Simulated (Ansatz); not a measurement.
What does this script print? It uses Ansatz's Python interface.

`run_cohesive.py`
```python
'''Binding of SrCd3 against spin-polarised atoms in a box.'''

from collections import Counter
import warnings

import ansatz as az

PHASES = {
    'SrCd3': (
        [(0.0, 3.718761, 3.718761), (3.718761, 0.0, 3.718761), (3.718761, 3.718761, 0.0)],
        [
            ('Sr', (0.0, 0.0, 0.0)),
            ('Cd', (0.25, 0.25, 0.25)),
            ('Cd', (0.75, 0.75, 0.75)),
            ('Cd', (0.5, 0.5, 0.5)),
        ],
    ),
}


def build(vectors, sites):
    crystal = az.Crystal(lattice=az.Lattice.of(vectors))
    for symbol, position in sites:
        crystal = crystal.atom(symbol, position)
    return crystal


def counts(outcome):
    return Counter(site.symbol for site in outcome.lattice.sites)

UNPAIRED = {'Sr': 0, 'Cd': 0}  # unpaired electrons of the free atoms


def solve(name, crystal):
    calc = (
        crystal.calculation()
        .functional('pbesol')
        .accuracy('low')  # preset for grids and thresholds
        .mixing('anderson', beta=0.7)
        .scf(lower_state_search='light')
        .basis(520)  # a bare number is in eV
        .kpoints(spacing=0.26)
        .occupations('cold', width=0.02)
    )
    if name.endswith(' atom'):
        calc = calc.kpoints(1, 1, 1).occupations('fermi_dirac', width=0.01)
        if UNPAIRED[name.split()[0]]:
            calc = calc.spin('collinear')
        return calc.run(threads=1, backend='cpu')
    calc = calc.relax(force_tolerance=0.03, max_steps=40, cell=True)
    return calc.run(threads=1, backend='cpu')


def main() -> None:
    warnings.simplefilter('ignore', az.DeckWarning)

    phases = {name: build(*cell) for name, cell in PHASES.items()}
    # a box with unlike edges lets an open shell break the spherical symmetry
    for element, moment in UNPAIRED.items():
        phases[f'{element} atom'] = az.Lattice.orthorhombic(9.0, 9.5, 10.0).atom(element, (0.5, 0.5, 0.5), moment=moment or None)

    done = {}
    for name, crystal in phases.items():
        done[name] = solve(name, crystal)
        print(f'{name}: {done[name].report["energy_sigma0_ev"]:.4f} eV, {len(done[name].lattice.sites)} atoms')

    print({element: round(done[f'{element} atom'].report['magnetization_mub'], 2) for element in UNPAIRED}, 'muB on the free atoms')
    solid = done['SrCd3']
    n = counts(solid)
    binding = (sum(k * done[f'{e} atom'].report['energy_sigma0_ev'] for e, k in n.items()) - solid.report['energy_sigma0_ev']) / sum(n.values())
    print(f'cohesive energy {binding:.3f} eV/atom = {96.4853 * binding:.0f} kJ/mol of atoms (no zero-point energy)')


if __name__ == '__main__':
    main()
```

```console
$ python run_cohesive.py
SrCd3: -28045.3312 eV, 4 atoms
Sr atom: -3490.4977 eV, 1 atoms
Cd atom: -8182.8724 eV, 1 atoms
{'Sr': 0.0, 'Cd': 0.0} muB on the free atoms
cohesive energy 1.554 eV/atom = 150 kJ/mol of atoms (no zero-point energy)
```

The settings weren't tested for convergence. The magnetic order follows from the starting moments and needn't be the lowest. For the metals among these phases the mesh is modest: differences between phases can be off by up to 40 meV an atom. The cells come from databases of deposited and of computed structures, and not all need be stable phases. Free atoms in a box carry small image and symmetry errors, and spin-orbit coupling is left out. Timing: 10 s on 1 thread of Intel(R) Xeon(R) Platinum 8488C (Sapphire Rapids) (shared host), peak memory 0.68 GiB.
